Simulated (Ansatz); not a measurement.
**CHGeP (triplet): from Hartree-Fock to the top rungs at a displaced geometry (v2), cc-pVDZ**

The task here is to estimate one member of a computed series from the others.

Method: cc-pVDZ, core rule «outside noble gas», up to 20 orbitals frozen; program: Ansatz 0.2.0, Gaussian basis.

To be run: UHF; CCSD(T) on ROHF; CCSD(T) on UHF; BCCD(T) on ROHF; CISD; CCSDT(Q) on ROHF; CCSDT(Q) on UHF.

24 further runs of the same task are left out: 1 for a known fault of the program, 8 that didn't finish, 15 set aside as unsound or not needed.

**The system**

The geometry is a PBE0/def2-TZVP stationary point (not a proven minimum) with its atoms shifted at random (size 0.100 Å). No spin-orbit coupling is included. The filled d shell of Ge may be among the frozen orbitals whatever the setting's name suggests; the logs give the count.

4 atoms, charge 0, spin multiplicity 3.

Atoms are counted from 1 here; the program's logs count them from 0.

Bond lengths: C1–P2 1.546 Å, C1–H4 1.095 Å, P2–Ge3 2.260 Å. Angles: P2–C1–H4 172.5°, C1–P2–Ge3 171.9°.

Set-up of the first run:

Input file in.yaml:

```yaml
crystal:
  periodic: [false, false, false]
  atoms:
    - {symbol: C, position_ang: [0.064568, 0.023749, 1.060114]}
    - {symbol: P, position_ang: [-0.100306, 0.032123, -0.476948]}
    - {symbol: Ge, position_ang: [-0.023685, -0.000301, -2.735393]}
    - {symbol: H, position_ang: [0.059423, -0.055571, 2.152227]}
basis:
  gaussian: {orbitals: cc-pVDZ}
magnetization: {spin_polarized: true, initial_magnetization: 2}
hamiltonian: {xc: hf}
output: {orbitals: {seedname: orbitals}}
```

On the command line:

```sh
> ansatz run in.yaml --threads 1 --pin off --events-out ev --progress --plain --max-ram 2393MiB
```

Among the steps run: UHF; CCSD(T) on ROHF; CCSD(T) on UHF; BCCD(T) on ROHF; CISD; CCSDT(Q) on ROHF; CCSDT(Q) on UHF.

One of the session's tables, all rows but one given; the rest of the session is left out.

It belongs to the step «Misses and costs». 

| method | from RCCSDT(Q) (kJ/mol) |
| --- | --- |
| ROHF | +959.7 |
| UHF | +889.2 |
| RMP2 | +121.2 |
| UMP2 | +191.5 |
| CISD | +170.7 |
| RCCSD | +58.3 |
| UCCSD | +54.4 |
| RCCSD(T) | +8.3 |
| UCCSD(T) | +11.7 |
| BCCD(T) | ? |
| RCCSDT | +5.8 |
| UCCSDT | +4.4 |
| RCCSDT(Q) | 0 |
| UCCSDT(Q) | -0.6 |

**Question.** Estimate the row for BCCD(T).

As computed: from RCCSDT(Q) (kJ/mol): +8.5. In the column «from RCCSDT(Q) (kJ/mol)» it lies between RCCSD(T) (+8.3) and UCCSD(T) (+11.7).

Caveats from the session: The determinant is far from a pure spin state, so its energy mixes those of several spin states (harmless only where they are near-degenerate, as at dissociation). Restricted and unrestricted rows rest on different reference determinants; where their highest levels disagree by more than a few hundredths of an eV, they describe different states and don't form one ladder.
